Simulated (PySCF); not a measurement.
# C4H2F4O: runs on many settings, part 2 of 2

PySCF 2.14.0. Atoms count from 0. The steps go on from the part before.

## Step 5: Spin-spin couplings: BHandHLYP/3-21G

What the job is given:

```
{"job": {"kind": "j", "xc": "BHandHLYP", "basis": "3-21G"}, "charge": 0, "multiplicity": 1}
F      1.736004     1.483608     0.496779
C      1.632146     0.186830     0.200925
F      1.603373     0.126644    -1.145263
F      2.752338    -0.402585     0.590238
O      0.595181    -0.427423     0.764816
C     -0.683468     0.058539     0.427605
F     -0.972893     1.129652     1.226753
C     -1.746065    -0.850990    -0.020674
C     -1.259494    -0.032374    -0.924837
H     -2.416461    -1.620312     0.273233
H     -1.235235     0.351082    -1.915539
```

Method: BHandHLYP/3-21G indirect spin-spin coupling, non-relativistic, gas phase.

Standard output:

```text
coarse grid: 11016 points
cycle   1  E = -624.0877829190  dE =  1.963e+00  |g| = 1.107e+00  |ddm| = 3.668e+00
cycle   2  E = -624.1195723087  dE = -3.179e-02  |g| = 1.169e+00  |ddm| = 1.771e+00
cycle   3  E = -624.3412026801  dE = -2.216e-01  |g| = 4.383e-02  |ddm| = 8.589e-01
cycle   4  E = -624.3414985874  dE = -2.959e-04  |g| = 3.150e-02  |ddm| = 5.997e-02
cycle   5  E = -624.3416611812  dE = -1.626e-04  |g| = 5.678e-03  |ddm| = 2.983e-02
cycle   6  E = -624.3416680273  dE = -6.846e-06  |g| = 1.201e-03  |ddm| = 6.853e-03
final grid: 113200 points
cycle   7  E = -624.4214300069  dE = -9.400e-06  |g| = 2.648e-03  |ddm| = 9.222e-03
cycle   8  E = -624.4214300818  dE = -7.492e-08  |g| = 2.690e-03  |ddm| = 4.593e-03
cycle   9  E = -624.4214312016  dE = -1.120e-06  |g| = 1.850e-04  |ddm| = 2.238e-03
cycle  10  E = -624.4214312078  dE = -6.165e-09  |g| = 1.005e-04  |ddm| = 3.037e-04
cycle  11  E = -624.4214312100  dE = -2.234e-09  |g| = 3.131e-05  |ddm| = 1.211e-04
cycle  12  E = -624.4214312102  dE = -2.169e-10  |g| = 5.441e-06  |ddm| = 3.439e-05
converged SCF energy = -624.4214312102

Indirect spin-spin couplings (Hz)
  i      j    bonds     total        FC       PSO       DSO        SD
  0 F    1 C    1   -265.291  -246.067   -26.396     1.953     5.219
  0 F    2 F    2     33.197    63.568   -68.174     0.557    37.247
  0 F    3 F    2     59.059    72.644   -48.956     0.344    35.026
  0 F    4 O    2     -3.481    -5.859     5.506    -0.087    -3.041
  0 F    5 C    3     -1.107    -1.104    -0.039     0.211    -0.175
  0 F    6 F    4      4.081    -2.304     3.171     0.883     2.331
  0 F    8 C    4     -0.202    -0.165     0.046    -0.050    -0.033
  0 F    9 H    5     -0.672    -0.033     0.604    -1.238    -0.006
  1 C    2 F    1   -256.425  -241.355   -23.161     1.939     6.152
  1 C    3 F    1   -223.238  -202.226   -27.947     1.927     5.007
  1 C    6 F    3     -2.543    -2.533     0.084     0.131    -0.224
  1 C   10 H    4      0.867     0.886    -0.022     0.002         -
  2 F    3 F    2     71.234    75.964   -41.824     0.374    36.720
  2 F    4 O    2     -3.146    -4.446     4.828    -0.100    -3.428
  2 F    5 C    3      0.707     0.852    -0.264     0.260    -0.141
  2 F    6 F    4      0.188    -0.699     2.314    -0.621    -0.805
  2 F    7 C    4      1.458     1.578     0.132    -0.114    -0.139
  2 F    8 C    4     -0.685    -0.842    -0.098     0.329    -0.074
  2 F    9 H    5     -0.804    -0.194     0.305    -0.905    -0.010
  2 F   10 H    5      3.624     3.150    -0.760     1.008     0.226
  3 F    4 O    2    -32.273   -37.156     5.447    -0.125    -0.439
  3 F    5 C    3      4.408     3.258     0.623    -0.314     0.841
  3 F    6 F    4      1.165     3.208    -0.982    -1.063     0.002
  3 F    7 C    4      0.313     0.288     0.207    -0.269     0.087
  3 F    8 C    4     -0.301    -0.041     0.005    -0.271     0.006
  3 F    9 H    5     -0.769    -0.354     0.501    -0.926     0.011
  3 F   10 H    5     -0.518     0.039     0.559    -1.120     0.004
  4 O    6 F    2    -17.793   -12.844    -0.004    -0.128    -4.818
  4 O    9 H    3      1.083     1.071    -0.065     0.078         -
  4 O   10 H    3     -0.345    -0.494     0.028     0.122         -
  5 C    6 F    1   -263.214  -272.399     0.191     1.485     7.510
  5 C    9 H    2     -2.341    -2.111     0.119    -0.349         -
  5 C   10 H    2     -1.891    -1.672     0.099    -0.318         -
  6 F    7 C    2     18.679    19.944    -1.668    -0.066     0.469
  6 F    8 C    2     17.920    19.776    -2.376    -0.038     0.557
  6 F    9 H    3     -0.759    -0.734     0.919    -1.118     0.174
  6 F   10 H    3     -1.193    -1.020     0.707    -1.051     0.172
  7 C    9 H    1    164.341   164.202    -0.766     0.905         -
  7 C   10 H    2     -9.424    -8.406    -0.242    -0.776         -
  8 C    9 H    2     -9.506    -8.473    -0.243    -0.789         -
  8 C   10 H    1    164.788   164.612    -0.803     0.980         -
  9 H   10 H    3      1.343     2.919     0.834    -2.411         -
```

It took 9.5 s on 1 thread of Arm Neoverse V2, shared host.

The basis is not made for couplings: without tight functions at the nuclei these values are rough.

Couplings of 1 Hz or more, nine at most for each number of bonds, with means over like pairs (isotopes 13C, 19F, 1H, 17O):

| pair | bonds | J (Hz) | Fermi contact (Hz) | dihedral (°) |
| --- | --- | --- | --- | --- |
| C5–F6 | 1 | -263.2 | -272.4 | – |
| F0–C1 | 1 | -248.3 | -229.9 | – |
| C7–H9 | 1 | 164.6 | 164.4 | – |
| F0–F2 | 2 | 54.5 | 70.7 | – |
| F6–C7 | 2 | 18.3 | 19.9 | – |
| O4–F6 | 2 | -17.8 | -12.8 | – |
| F0–O4 | 2 | -13.0 | -15.8 | – |
| C7–H10 | 2 | -9.5 | -8.4 | – |
| C5–H9 | 2 | -2.1 | -1.9 | – |
| C1–F6 | 3 | -2.5 | -2.5 | -84 |
| H9–H10 | 3 | 1.3 | 2.9 | -1 |
| F0–C5 | 3 | 1.3 | 1.0 | – |
| F0–F6 | 4 | 1.8 | 0.1 | – |

The spin-dipole term was solved for some atoms only; pairs without it lack that part.

The response was solved for the nuclei of F, H alone, so couplings that need other nuclei can be missing.

Quadrupole couplings from the field gradients of the same density:

| atom | isotope | eQq/h (MHz) | η |
| --- | --- | --- | --- |
| O4 | 17O | -11.0 | 0.82 |

Joined with the shifts from before (PBE0/pcSseg-1, scaled to CDCl3), the couplings predict the line list below for 400 MHz.

1H NMR δ 7.59 (d, J = 1.0 Hz, 2H). The letters are first-order; like nuclei with unlike couplings give more lines.

## Step 6: J couplings: BHandHLYP/pcSseg-0

Settings changed since step 5:

```diff
@@ -1,2 +1,2 @@
-{"job": {"kind": "j", "xc": "BHandHLYP", "basis": "3-21G"}, "charge": 0, "multiplicity": 1}
+{"job": {"kind": "j", "xc": "BHandHLYP", "basis": "pcSseg-0"}, "charge": 0, "multiplicity": 1}
 F      1.736004     1.483608     0.496779
```

Level: BHandHLYP/pcSseg-0 indirect spin-spin coupling, non-relativistic, gas phase.

Standard output:

```text
coarse grid: 11016 points
cycle   1  E = -626.1942063129  dE =  2.136e+00  |g| = 1.068e+00  |ddm| = 3.704e+00
cycle   2  E = -626.2121961501  dE = -1.799e-02  |g| = 1.174e+00  |ddm| = 1.947e+00
cycle   3  E = -626.4432102122  dE = -2.310e-01  |g| = 4.807e-02  |ddm| = 9.262e-01
cycle   4  E = -626.4435857485  dE = -3.755e-04  |g| = 2.946e-02  |ddm| = 6.537e-02
cycle   5  E = -626.4437278278  dE = -1.421e-04  |g| = 8.065e-03  |ddm| = 3.040e-02
cycle   6  E = -626.4437407427  dE = -1.291e-05  |g| = 1.272e-03  |ddm| = 8.550e-03
cycle   7  E = -626.4437411031  dE = -3.605e-07  |g| = 6.638e-04  |ddm| = 2.663e-03
final grid: 113200 points
cycle   8  E = -626.3545026829  dE = -8.913e-06  |g| = 1.651e-03  |ddm| = 1.342e-02
cycle   9  E = -626.3545029378  dE = -2.549e-07  |g| = 1.464e-03  |ddm| = 3.572e-03
cycle  10  E = -626.3545034039  dE = -4.661e-07  |g| = 2.777e-04  |ddm| = 1.556e-03
cycle  11  E = -626.3545034202  dE = -1.627e-08  |g| = 8.456e-05  |ddm| = 3.420e-04
cycle  12  E = -626.3545034220  dE = -1.853e-09  |g| = 3.440e-05  |ddm| = 1.376e-04
cycle  13  E = -626.3545034223  dE = -2.301e-10  |g| = 4.591e-06  |ddm| = 3.637e-05
converged SCF energy = -626.3545034223

Indirect spin-spin couplings (Hz)
  i      j    bonds     total        FC       PSO       DSO        SD
  0 F    1 C    1   -433.523  -401.894   -41.617     1.893     8.095
  0 F    2 F    2    251.293   286.872   -91.810     0.443    55.788
  0 F    3 F    2    250.301   262.001   -63.986     0.227    52.058
  0 F    4 O    2    -15.996   -19.451     7.933    -0.072    -4.406
  0 F    5 C    3     -0.747    -0.602    -0.125     0.199    -0.219
  0 F    6 F    4     20.389    10.883     5.159     0.866     3.481
  0 F    7 C    4      0.356     0.538     0.180    -0.302    -0.060
  0 F    8 C    4     -0.335    -0.246     0.005    -0.053    -0.041
  0 F    9 H    5     -0.696    -0.047     0.601    -1.243    -0.006
  1 C    2 F    1   -403.037  -378.218   -36.195     1.879     9.496
  1 C    3 F    1   -405.198  -370.898   -43.913     1.861     7.752
  1 C    6 F    3     -7.117    -6.904    -0.049     0.127    -0.290
  1 C   10 H    4      1.350     1.374    -0.028     0.004         -
  2 F    3 F    2    275.082   273.554   -53.448     0.262    54.714
  2 F    4 O    2    -16.410   -18.303     7.001    -0.084    -5.024
  2 F    5 C    3      4.383     4.823    -0.511     0.253    -0.182
  2 F    6 F    4      6.844     5.610     2.994    -0.655    -1.105
  2 F    7 C    4      5.194     5.381     0.151    -0.114    -0.225
  2 F    8 C    4      5.200     5.045    -0.073     0.326    -0.098
  2 F    9 H    5     -0.941    -0.300     0.288    -0.907    -0.022
  2 F   10 H    5      6.424     5.936    -0.792     1.015     0.265
  3 F    4 O    2    -93.270  -100.288     7.793    -0.116    -0.660
  3 F    5 C    3     16.711    15.054     0.852    -0.322     1.127
  3 F    6 F    4      7.458    10.733    -2.203    -1.090     0.018
  3 F    7 C    4      0.727     0.649     0.229    -0.271     0.119
  3 F    8 C    4     -0.195     0.165    -0.089    -0.275     0.004
  3 F    9 H    5     -0.817    -0.367     0.469    -0.934     0.016
  3 F   10 H    5     -0.615    -0.013     0.518    -1.132     0.011
  4 O    6 F    2    -53.517   -44.985    -1.458    -0.115    -6.959
  4 O    9 H    3      1.568     1.567    -0.076     0.077         -
  4 O   10 H    3     -0.643    -0.823     0.055     0.125         -
  5 C    6 F    1   -386.414  -401.153     1.188     1.419    12.132
  5 C    9 H    2     -3.102    -2.920     0.161    -0.343         -
  5 C   10 H    2     -2.266    -2.082     0.127    -0.311         -
  6 F    7 C    2     55.640    58.005    -2.808    -0.076     0.518
  6 F    8 C    2     55.326    58.597    -3.921    -0.048     0.696
  6 F    9 H    3     -0.506    -0.298     0.764    -1.138     0.167
  6 F   10 H    3     -1.467    -1.120     0.567    -1.072     0.157
  7 C    9 H    1    270.194   270.265    -0.949     0.879         -
  7 C   10 H    2    -10.670    -9.670    -0.227    -0.773         -
  8 C    9 H    2    -10.743    -9.711    -0.246    -0.786         -
  8 C   10 H    1    271.227   271.259    -0.985     0.953         -
  9 H   10 H    3      1.373     2.787     0.990    -2.404         -
```

Run time: 10 s. Hardware: 1 thread of Arm Neoverse V2, shared host.

The basis is not made for couplings: without tight functions at the nuclei these values are rough.

Key values: J(F0,C1) -413.9 Hz, J(C5,F6) -386.4 Hz, J(C7,H9) 270.7 Hz (means over like pairs).

## Step 7: Side by side: NMR shifts

Shifts (ppm) of some atoms, chosen among heavy atoms and hydrogens apart, means over like atoms, with basis size and wall time:

| run | C1 | C5 | H9 | F0 | F6 | O4 | functions | time |
| --- | --- | --- | --- | --- | --- | --- | --- | --- |
| PBE0/pcSseg-1 | 131.8 | 93.5 | 7.94 | -74.7 | -119.1 | 172.4 | 163 | 16 s |
| BP86/pcSseg-1 | 137.3 | 98.7 | 7.89 | -94.0 | -135.2 | 184.0 | 163 | 20 s |

## Step 8: Side by side: spin-spin couplings

Couplings (Hz), each a mean over the pairs like the one named, with basis size and wall time:

| run | C5–F6 | F0–C1 | C7–H9 | F0–F2 | F6–C7 | O4–F6 | F0–O4 | functions | time |
| --- | --- | --- | --- | --- | --- | --- | --- | --- | --- |
| BHandHLYP/3-21G | -263.2 | -248.3 | 164.6 | 54.5 | 18.3 | -17.8 | -13.0 | 85 | 9.5 s |
| BHandHLYP/pcSseg-0 | -386.4 | -413.9 | 270.7 | 258.9 | 55.5 | -53.5 | -41.9 | 85 | 10 s |

## Step 9: Outcome

This closing draws on all 2 parts.

| quantity | value |
| --- | --- |
| 13C shifts against TMS (PBE0/pcSseg-1, means over atoms taken as alike) | 134.4, 131.8, 93.5 ppm |
| 1H shifts against TMS (PBE0/pcSseg-1, means over atoms taken as alike) | 7.94 ppm |
| 19F shifts against CFCl3 (PBE0/pcSseg-1, means over atoms taken as alike) | -74.7, -119.1 ppm |
| 17O shifts against H2O (PBE0/pcSseg-1) | 172.4 ppm |
| lowest singlet (PBE0/def2-SVPD) | 6.17 eV (201 nm), f = 0.001 |
| brightest single state of those computed | state 2, 7.60 eV, f = 0.061 |
| lowest triplet | 4.88 eV |
| largest coupling of the table (BHandHLYP/3-21G) | 1J(C,F) C5–F6, -263.2 Hz |
| range of the shift of F0 | -94.0 to -74.7 ppm |
| range of J(C5,F6), mean over like pairs | -386.4 to -263.2 Hz |

Single values in the summary come from the first run of each kind that ended normally (PBE0/pcSseg-1; PBE0/def2-SVPD; BHandHLYP/3-21G), which need not be the best level. C7, C8 (mean) (alkene CH) lies farthest downfield among carbon, at 134.4 ppm; as expected for a trigonal carbon in a double bond. The first singlet state (HOMO→LUMO 0.97) lies at 6.17 eV and is dark; of the 6 states computed, the strongest absorption comes from state 2 at 7.60 eV (the last state computed is bright too, and its partners may lie past the list). The lowest triplet lies 1.29 eV below the lowest singlet (triplets in Tamm-Dancoff, singlets in full TDDFT). Of the pairs tabulated at BHandHLYP/3-21G, C5–F6 couples most strongly (-263.2 Hz; Fermi contact -272.4 Hz). Couplings across rotatable bonds belong to this one conformer; where others are populated, the observed values are averages. Density functionals describe couplings to fluorine poorly, F–F couplings above all, so those rows are rough. Across the 2 runs the shift of F0 (with its like atoms) moves most, between -94.0 (BP86/pcSseg-1) and -74.7 ppm (PBE0/pcSseg-1). The coupling C5–F6, as a mean over pairs of its kind, runs from -386.4 Hz (BHandHLYP/pcSseg-0) to -263.2 Hz (BHandHLYP/3-21G). Couplings from bases without tight functions are rough.
